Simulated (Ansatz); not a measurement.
# AlF2HO: rigid scan of one bond length, by script

Program: Ansatz 0.2.0, driven from Python. Level of theory: B3LYP+D3(BJ)/def2-SVP. These are calculated values, not measurements.

## 1. The structure

Bond lengths: O1–Al2 1.780 Å, Al2–F3 1.769 Å, Al2–F4 1.745 Å, O1–H5 1.020 Å. Angles: O1–Al2–F3 118.8°, O1–Al2–F4 122.8°, F3–Al2–F4 118.4°, Al2–O1–H5 106.8°.

The script holds or builds the structure itself.

## 2. The code

File alf2ho.py:

```python
'''Stretching a bond of AlF2HO, the rest held rigid.'''

import ansatz
import matplotlib.pyplot as plt
import numpy as np


def main() -> None:
    geometry_ang = [
        ('O', [-0.4461, 1.2598, 0.2801]),
        ('Al', [0.0432, -0.4467, 0.1437]),
        ('F', [1.6588, -0.9171, 0.69]),
        ('F', [-0.9897, -1.6731, -0.546]),
        ('H', [-0.2164, 1.7035, -0.6092]),
    ]
    system = ansatz.Crystal.molecule()
    for symbol, xyz in geometry_ang:
        system = system.atom(symbol, xyz)

    symbols = [site.symbol for site in system.cartesian_sites]
    start = np.array([site.position_ang for site in system.cartesian_sites])
    axis = (start[2] - start[1]) / np.linalg.norm(start[2] - start[1])
    moving = [2]
    lengths, energies = [1.557, 1.628, 1.698, 1.769, 1.84, 1.911, 1.981, 2.088], []
    for length in lengths:
        xyz = start.copy()
        xyz[moving] += (length - np.linalg.norm(start[2] - start[1])) * axis
        point = ansatz.Crystal.molecule()
        for symbol, place in zip(symbols, xyz):
            point = point.atom(symbol, place.tolist())
        model = (
            point.calculation()
            .basis(gaussian='def2-SVP')
            .functional('B3LYP', dispersion='d3bj')
        )
        data = model.run(threads=1).report
        energies.append(data['free_energy_ev'])
        print(f'r = {length:6.3f} A  E = {energies[-1]:.5f} eV  <S^2> = {abs(data["mean_field"]["state"]["spin_squared"]):.3f}')

    # quartic fit about the minimum
    fit = np.polynomial.Polynomial.fit(lengths, np.array(energies) - min(energies), 4).convert()
    roots = [r.real for r in fit.deriv().roots() if abs(r.imag) < 1e-9 and fit.deriv(2)(r.real) > 0]
    r_e = min(roots, key=lambda r: abs(r - lengths[int(np.argmin(energies))]))
    print(f'minimum of the fit at {r_e:.4f} A, force constant {fit.deriv(2)(r_e):.2f} eV/A^2')
    plt.figure(figsize=(4.5, 3))
    plt.plot(lengths, np.array(energies) - min(energies), 'o-')
    plt.xlabel('bond length (A)')
    plt.ylabel('E - E(min) (eV)')
    plt.tight_layout()
    plt.savefig('scan.png', dpi=100)


if __name__ == '__main__':
    main()
```

## 3. What the engine is handed

The package turns the script's settings into the engine's input (first run):

```yaml
crystal:
  periodic: [false, false, false]
  atoms:
    - { symbol: O, position_ang: [-0.4461, 1.2598, 0.2801] }
    - { symbol: Al, position_ang: [0.0432, -0.4467, 0.1437] }
    - { symbol: F, position_ang: [1.4650650881771505, -0.8606919147552189, 0.6244903550824321] }
    - { symbol: F, position_ang: [-0.9897, -1.6731, -0.546] }
    - { symbol: H, position_ang: [-0.2164, 1.7035, -0.6092] }
basis:
  gaussian:
    orbitals: def2-SVP
hamiltonian:
  xc: b3lyp
  dispersion: d3bj
```

## 4. Running it

Launch:

```console
python alf2ho.py
```

Q: Estimate wall time and peak memory on 1 thread of Arm Neoverse V1, shared host.

About 12 s, with a peak of 0.22 GiB.
